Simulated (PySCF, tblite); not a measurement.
**C5H7BCl2O2: geometry, infrared bands and NMR shifts**

Wanted: the infrared bands and NMR shifts of C5H7BCl2O2 (`C=C(C)C(=O)OCB(Cl)Cl`), by calculation.

Programs: tblite 0.8.0 and PySCF 2.14.0, with density-fitted response routines of our own. Each step states its level of theory. These are calculated values for one molecule in the gas phase, unless marked as measured. Atoms count from 0, in the outputs and in this text.

## 1. The molecule as given

17 atoms, charge 0, multiplicity 1; geometry from: force field or distance geometry start.

Bonds of the start (Å): C0–C1 1.33, C1–C2 1.48, C1–C3 1.46, C3–O4 1.27, C3–O5 1.38, O5–C6 1.40, C6–B7 1.59, B7–Cl8 1.86, B7–Cl9 1.85, C0–H10 1.08, C0–H11 1.10, C2–H12 1.10, C2–H13 1.11, C2–H14 1.11, C6–H15 1.12, C6–H16 1.11.

## 2. Geometry optimisation with GFN2-xTB

What the job is given:

```
{"job": {"kind": "relax", "xc": "GFN2-xTB", "basis": "xTB"}, "charge": 0, "multiplicity": 1}
C     -2.294000     0.258200     1.308800
C     -1.511100     0.115000     0.241900
C     -2.037900     0.316800    -1.123800
C     -0.108800    -0.252500     0.451100
O      0.343000    -0.437400     1.622400
O      0.713200    -0.416400    -0.649000
C      2.070700    -0.762800    -0.604800
B      2.940600     0.285700     0.216600
Cl     3.075300     0.247300     2.069400
Cl     3.933900     1.471700    -0.803200
H     -1.948500     0.115400     2.321500
H     -3.351500     0.533600     1.179100
H     -1.595200    -0.452500    -1.776000
H     -3.140200     0.168200    -1.174500
H     -1.765700     1.331500    -1.487100
H      2.245300    -1.762800    -0.140400
H      2.423900    -0.747000    -1.662000
```

Launch:

```
$ OMP_NUM_THREADS=1 python probes_run.py task.json out
```

One launch serves the whole session: the jobs run in the order shown.

**Question.** This job is followed by: GFN2-xTB harmonic vibrations, gas phase; GIAO PBE0/pcSseg-1 NMR shielding, non-relativistic, gas phase. What will the session give for the following? strongest single infrared mode (GFN2-xTB); zero-point energy (GFN2-xTB); 13C shifts against TMS (PBE0/pcSseg-1); 1H shifts against TMS (PBE0/pcSseg-1); 17O shifts against H2O (PBE0/pcSseg-1); 11B shifts against BF3·OEt2 (PBE0/pcSseg-1); 35Cl shifts against HCl (PBE0/pcSseg-1); surface potential, 1st and 99th percentile.

The runs gave:

```
                                   quantity                                         value
  strongest single infrared mode (GFN2-xTB)                         1522 cm⁻¹, 351 km/mol
               zero-point energy (GFN2-xTB)                                 73.2 kcal/mol
     13C shifts against TMS (PBE0/pcSseg-1)           185.5, 148.6, 138.1, 80.3, 20.2 ppm
      1H shifts against TMS (PBE0/pcSseg-1)  7.25, 6.67, 4.30, 4.30, 2.17, 2.17, 1.96 ppm
     17O shifts against H2O (PBE0/pcSseg-1)                              305.8, 244.3 ppm
11B shifts against BF3·OEt2 (PBE0/pcSseg-1)                                      10.1 ppm
    35Cl shifts against HCl (PBE0/pcSseg-1)                                  101, 101 ppm
      surface potential, 1st and 99th percentile                            -1.48 V and 1.65 V
```

In words: The optimisation took 198 steps and gained 1.801 eV; among the close pairs (by a distance rule), O4–B7 changed most, from 3.041 to 1.562 Å. No mode is imaginary among the 45: a minimum at this level. The strongest single mode, at 1522 cm⁻¹, moves mainly C3. GFN2-xTB is a fitted tight-binding method: band positions and strengths are rough. Its intensities can rank the bands wrongly. The structure rearranged or came apart on optimisation; the results belong to the end geometry, not to the formula as drawn. Shifts at one fixed geometry are not the observed spectrum, which averages over the motion. At PBE0/pcSseg-1: The widest tensor belongs to O4: span 377 ppm, with a paramagnetic part of -376 ppm. By nearest atom (PBE0/pcSseg-1), the HOMO sits on Cl8, Cl9 about 48 % each and the LUMO on C0, C3 about 26 % each; C1 12 %.
